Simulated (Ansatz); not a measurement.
# GeH₄S₃: basis-set convergence

How large a basis does GeH₄S₃ need? Two functionals are run in growing sets.

Method: one geometry, several basis sets; program: Ansatz 0.2.0, Gaussian basis.

Plan: PBE0-D4/def2-SVP; ωB97M-V/def2-SVP; PBE0-D4/def2-QZVPP; ωB97M-V/def2-QZVPP; the functionals' def2-TZVPP values are taken from earlier runs.

### Step 1. The geometry

An earlier PBE0-D4 in a triple-zeta def2 set relaxation fixed the geometry.

SMILES `[SH][GeH]([SH])[SH]`, 8 atoms, charge 0, spin multiplicity 1.

Atoms are counted from 1 here; the program's logs count them from 0.

Bond lengths: S1–Ge2 2.212 Å, S1–H5 1.344 Å, Ge2–S3 2.215 Å, Ge2–S4 2.219 Å, Ge2–H6 1.536 Å, S3–H7 1.345 Å, S4–H8 1.345 Å. Angles: Ge2–S1–H5 93.5°, S1–Ge2–S3 107.9°, S1–Ge2–S4 113.5°, S1–Ge2–H6 105.7°, S3–Ge2–S4 105.4°, S3–Ge2–H6 113.3°, S4–Ge2–H6 111.1°, Ge2–S3–H7 93.6°, Ge2–S4–H8 94.0°.

### Step 2. PBE0-D4 in def2-SVP

Contents of in.yaml:

```yaml
crystal:
  periodic: [false, false, false]
  atoms:
    - {symbol: S, position_ang: [-1.116469, 1.860643, -0.569713]}
    - {symbol: Ge, position_ang: [0.128261, 0.264584, 0.323376]}
    - {symbol: S, position_ang: [2.046063, 0.198436, -0.782197]}
    - {symbol: S, position_ang: [-0.747016, -1.763530, 0.108591]}
    - {symbol: H, position_ang: [-1.230680, 1.225084, -1.748136]}
    - {symbol: H, position_ang: [0.292105, 0.642970, 1.803368]}
    - {symbol: H, position_ang: [2.442490, -0.945859, -0.197396]}
    - {symbol: H, position_ang: [-1.722553, -1.539428, 1.006304]}
basis:
  gaussian: {orbitals: def2-SVP}
hamiltonian: {xc: pbe0, dispersion: d4}
output: {orbitals: {seedname: orbitals}}
```

On the command line:

```sh
> ansatz run in.yaml --threads 4 --pin off --events-out ev --progress --plain --max-ram 10444MiB
```

Further steps of the session: ωB97M-V in def2-SVP; PBE0-D4 in def2-QZVPP; ωB97M-V in def2-QZVPP.

**Question.** What will the summary of the whole plan be? Wanted: PBE0-D4: double and triple zeta above quadruple; ωB97M-V: double and triple zeta above quadruple.

The runs gave:

| quantity | value |
| --- | --- |
| PBE0-D4: double and triple zeta above quadruple | 20.75, 2.21 eV |
| ωB97M-V: double and triple zeta above quadruple | 20.58, 2.13 eV |

What this shows: For PBE0-D4 the step from double to triple zeta gains 18.55 eV and the next only 2.21 eV. Total energies overstate the basis error of differences, where much of it tends to cancel. The LUMO of ωB97M-V is positive and keeps falling with the basis (1.65 to 0.86 eV): an unbound level that the basis holds in place.
